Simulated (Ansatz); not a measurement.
# In(H2O)F3 (F3H2InO): single points with varied inputs

How do the results and run time of In(H2O)F3 (F3H2InO) respond when the settings are drawn wide?

The runs use Ansatz 0.2.0, Gaussian basis; the settings change from run to run.

2 further runs of the same task are left out: 1 that didn't finish, 1 set aside as unsound or not needed. Runs told in other sessions of the task aren't counted.

### Step 1. The geometry

The geometry comes from an earlier relaxation with PBE0-D4/def2-SVP; it is a stationary point, not always the lowest conformer. In takes a core potential in def2 sets; no spin-orbit term is included.

7 atoms, charge 0, spin multiplicity 1.

Atoms are counted from 1 here; the program's logs count them from 0.

Bond lengths: In1–O2 2.275 Å, In1–F5 1.939 Å, In1–F6 1.959 Å, In1–F7 1.959 Å, O2–H3 0.971 Å, O2–H4 0.971 Å. Angles: O2–In1–F5 114.9°, O2–In1–F6 84.1°, O2–In1–F7 84.1°, F5–In1–F6 121.2°, F5–In1–F7 121.2°, F6–In1–F7 115.5°, In1–O2–H3 101.6°, In1–O2–H4 101.5°, H3–O2–H4 105.9°.

### Step 2. LC-wPBE/def2-mTZVPP

Options: charge -1, multiplicity 2, coordinates scaled by 1.25, the search for lower states set to off.

The input, in.yaml:

```yaml
crystal:
  periodic: [false, false, false]
  atoms:
    - {symbol: In, position_ang: [0.248069, -0.082364, -1.212120]}
    - {symbol: O, position_ang: [0.248482, 0.056844, 1.628641]}
    - {symbol: H, position_ang: [-0.525244, -0.832797, 1.916352]}
    - {symbol: H, position_ang: [-0.352399, 1.094038, 1.819624]}
    - {symbol: F, position_ang: [2.437176, -0.344034, -2.220087]}
    - {symbol: F, position_ang: [-0.826972, 2.113327, -1.065492]}
    - {symbol: F, position_ang: [-1.229100, -2.005014, -0.866905]}
basis:
  gaussian: {orbitals: def2-mTZVPP}
total_charge: -1
magnetization: {spin_polarized: true, initial_magnetization: 1}
hamiltonian: {xc: {name: LC-wPBE}}
scf: {lower_state_search: off}
output: {forces: true}
```

Launch:

```sh
ansatz run in.yaml --threads 4 --pin off --events-out ev --progress --plain --max-ram 3916MiB
```

What it wrote (excerpt; [...] marks lines left out):

```text
Functional definition: LC-wPBE
  name "LC-wPBE"
  cite "Vydrov & Scuseria, J. Chem. Phys. 125, 234109 (2006) doi:10.1063/1.2409292"
  cite "Heyd & Scuseria, J. Chem. Phys. 120, 7274 (2004) doi:10.1063/1.1668634"
  cite "Ernzerhof & Perdew, J. Chem. Phys. 109, 3313 (1998) doi:10.1063/1.476928"
  cite "Perdew, Burke & Ernzerhof, Phys. Rev. Lett. 77, 3865 (1996) doi:10.1103/PhysRevLett.77.3865"
  parent pbe
[...]
1087 factors; their error is unknown
423 factors; integrals over basis functions are off by at most 2.7e-5 eV
[...]
mean field -15404.59624846 eV, -566.1084705204 hartree, gradient 6.1e-6 eV, S^2 0.759806; 0 other end points of the search recorded, 0 dependent functions left out
[...]
reference -15404.59624847 eV, -566.1084705208 hartree; 30, 29 occupied and 112, 113 virtual orbitals, 1087 factors
Total energy: -15404.59624847 eV, -566.1084705208 hartree
Atom 0 at     0.248069    -0.082364    -1.212120 Å, force    -0.299497     0.021433    -0.195273 eV/Å
Atom 1 at     0.248482     0.056844     1.628641 Å, force    -6.178835     0.662922     2.170741 eV/Å
Atom 2 at    -0.525244    -0.832797     1.916352 Å, force     3.549608     4.671544    -1.623167 eV/Å
Atom 3 at    -0.352399     1.094038     1.819624 Å, force     2.651714    -5.363777    -1.120883 eV/Å
Atom 4 at     2.437176    -0.344034    -2.220087 Å, force    -1.795751     0.215727     0.855054 eV/Å
Atom 5 at    -0.826972     2.113327    -1.065492 Å, force     0.872530    -1.775780     0.037801 eV/Å
Atom 6 at    -1.229100    -2.005014    -0.866905 Å, force     1.200232     1.567932    -0.124273 eV/Å
Dipole moment:    -0.216885     0.062715     0.918593 e Å
Checks for a lower state left out: stability, starts, cluster_reference, orbital_swaps, neighbouring_geometries, increment
```

It took 2.1 s on 4 threads of Arm Neoverse V2, shared host.

Largest force 6.583 eV/Å, ⟨S²⟩ 0.760.

### Step 3. rPW86-PBE/def2-SVP

Options: atoms shaken by 0.08 Å.

The input, in.yaml:

```yaml
crystal:
  periodic: [false, false, false]
  atoms:
    - {symbol: In, position_ang: [0.158448, -0.182404, -1.173729]}
    - {symbol: O, position_ang: [0.176208, 0.093705, 1.298812]}
    - {symbol: H, position_ang: [-0.421002, -0.445396, 1.545389]}
    - {symbol: H, position_ang: [-0.402589, 0.861067, 1.547750]}
    - {symbol: F, position_ang: [1.977468, -0.176762, -1.818251]}
    - {symbol: F, position_ang: [-0.660967, 1.733878, -0.774096]}
    - {symbol: F, position_ang: [-0.906726, -1.602519, -0.743878]}
basis:
  gaussian: {orbitals: def2-SVP}
hamiltonian: {xc: {name: rPW86-PBE}}
scf: {omitted_lower_state_checks: [starts]}
output: {forces: true}
```

Same command.

What it wrote (excerpt; [...] marks lines left out):

```text
Functional definition: rPW86-PBE
  name "rPW86-PBE"
  cite "Murray, Lee & Langreth, J. Chem. Theory Comput. 5, 2754 (2009) doi:10.1021/ct900365q"
  cite "Perdew, Burke & Ernzerhof, Phys. Rev. Lett. 77, 3865 (1996) doi:10.1103/PhysRevLett.77.3865"
  parent pbe
[...]
1019 factors; their error is unknown
[...]
mean field -15419.02944728 eV, -566.6388807941 hartree, gradient 1.8e-5 eV, S^2 0.000000; 0 other end points of the search recorded, 0 dependent functions left out
[...]
reference -15419.02957269 eV, -566.6388854029 hartree; 29, 29 occupied and 63, 63 virtual orbitals, 1019 factors
Total energy: -15419.02957269 eV, -566.6388854029 hartree
Atom 0 at     0.158448    -0.182404    -1.173729 Å, force     1.188810     5.380062     0.576714 eV/Å
Atom 1 at     0.176208     0.093705     1.298812 Å, force     6.021254     7.252520    -2.337123 eV/Å
Atom 2 at    -0.421002    -0.445396     1.545389 Å, force    -6.914545    -8.369294     2.863620 eV/Å
Atom 3 at    -0.402589     0.861067     1.547750 Å, force     1.107732     0.865344    -0.852746 eV/Å
Atom 4 at     1.977468    -0.176762    -1.818251 Å, force     0.781658    -0.038151    -0.434100 eV/Å
Atom 5 at    -0.660967     1.733878    -0.774096 Å, force     0.517833    -1.521593    -0.610255 eV/Å
Atom 6 at    -0.906726    -1.602519    -0.743878 Å, force    -2.702741    -3.568887     0.793890 eV/Å
Dipole moment:    -0.318386    -0.217577     0.383679 e Å
Checks for a lower state left out: starts
```

Wall time 1.9 s (4 threads of Arm Neoverse V2, shared host).

Largest force 11.227 eV/Å, dipole 2.61 D.

### Step 4. B3LYP5/def2-TZVP

Options: relativity set to none.

The input, in.yaml:

```yaml
crystal:
  periodic: [false, false, false]
  atoms:
    - {symbol: In, position_ang: [0.198456, -0.065891, -0.969696]}
    - {symbol: O, position_ang: [0.198785, 0.045475, 1.302913]}
    - {symbol: H, position_ang: [-0.420195, -0.666238, 1.533082]}
    - {symbol: H, position_ang: [-0.281919, 0.875231, 1.455699]}
    - {symbol: F, position_ang: [1.949741, -0.275227, -1.776070]}
    - {symbol: F, position_ang: [-0.661578, 1.690661, -0.852394]}
    - {symbol: F, position_ang: [-0.983280, -1.604011, -0.693524]}
basis:
  gaussian: {orbitals: def2-TZVP}
hamiltonian: {xc: {name: B3LYP5}, pseudopotentials: {relativity: none}}
scf: {omitted_lower_state_checks: [starts]}
output: {forces: true}
```

Same command.

What it wrote (excerpt; [...] marks lines left out):

```text
Functional definition: B3LYP5
  name "B3LYP5"
  cite "Stephens, Devlin, Chabalowski & Frisch, J. Phys. Chem. 98, 11623 (1994) doi:10.1021/j100096a001"
  cite "Becke, Phys. Rev. A 38, 3098 (1988) doi:10.1103/PhysRevA.38.3098"
  cite "Lee, Yang & Parr, Phys. Rev. B 37, 785 (1988) doi:10.1103/PhysRevB.37.785"
  cite "Vosko, Wilk & Nusair, Can. J. Phys. 58, 1200 (1980) doi:10.1139/p80-159"
[...]
1172 factors; their error is unknown
[...]
mean field -15407.71570501 eV, -566.2231084343 hartree, gradient 9.9e-6 eV, S^2 0.000000; 0 other end points of the search recorded, 0 dependent functions left out
[...]
reference -15407.71599692 eV, -566.2231191617 hartree; 29, 29 occupied and 157, 157 virtual orbitals, 1172 factors
Total energy: -15407.71599692 eV, -566.2231191617 hartree
Atom 0 at     0.198456    -0.065891    -0.969696 Å, force     0.079073    -0.004830    -0.015998 eV/Å
Atom 1 at     0.198785     0.045475     1.302913 Å, force    -0.133611     0.014931     0.053196 eV/Å
Atom 2 at    -0.420195    -0.666238     1.533082 Å, force     0.063179    -0.062054     0.049471 eV/Å
Atom 3 at    -0.281919     0.875231     1.455699 Å, force     0.079671     0.052067     0.041714 eV/Å
Atom 4 at     1.949741    -0.275227    -1.776070 Å, force    -0.026645     0.001468    -0.008347 eV/Å
Atom 5 at    -0.661578     1.690661    -0.852394 Å, force    -0.024527     0.074508    -0.063863 eV/Å
Atom 6 at    -0.983280    -1.604011    -0.693524 Å, force    -0.037140    -0.076089    -0.056172 eV/Å
Dipole moment:    -0.211753     0.051298     0.695402 e Å
Checks for a lower state left out: starts
```

Run time: 2.7 s. Hardware: 4 threads of Arm Neoverse V2, shared host.

Largest force 0.145 eV/Å, dipole 3.50 D.

### Step 5. The runs in one table

```
              level  charge  multiplicity  geometry  functions  energy (eV)   time
LC-wPBE/def2-mTZVPP      -1             2    scaled        142   -15404.596  2.1 s
 rPW86-PBE/def2-SVP       0             1    shaken         92   -15419.030  1.9 s
   B3LYP5/def2-TZVP       0             1   relaxed        186   -15407.716  2.7 s
```

### Step 6. Results

```
quantity                      value
    runs                          3
quickest  rPW86-PBE/def2-SVP, 1.9 s
 slowest    B3LYP5/def2-TZVP, 2.7 s
```

**Reading.** The runs differ in state or geometry as well as level, so their energies can't be set against each other. The times lie within a factor of two. At the PBE0-D4/def2-SVP geometry and in the same state, the sound runs without point charges leave forces up to 0.14 eV/Å (B3LYP5/def2-TZVP), against 11.2 eV/Å where the atoms were moved.
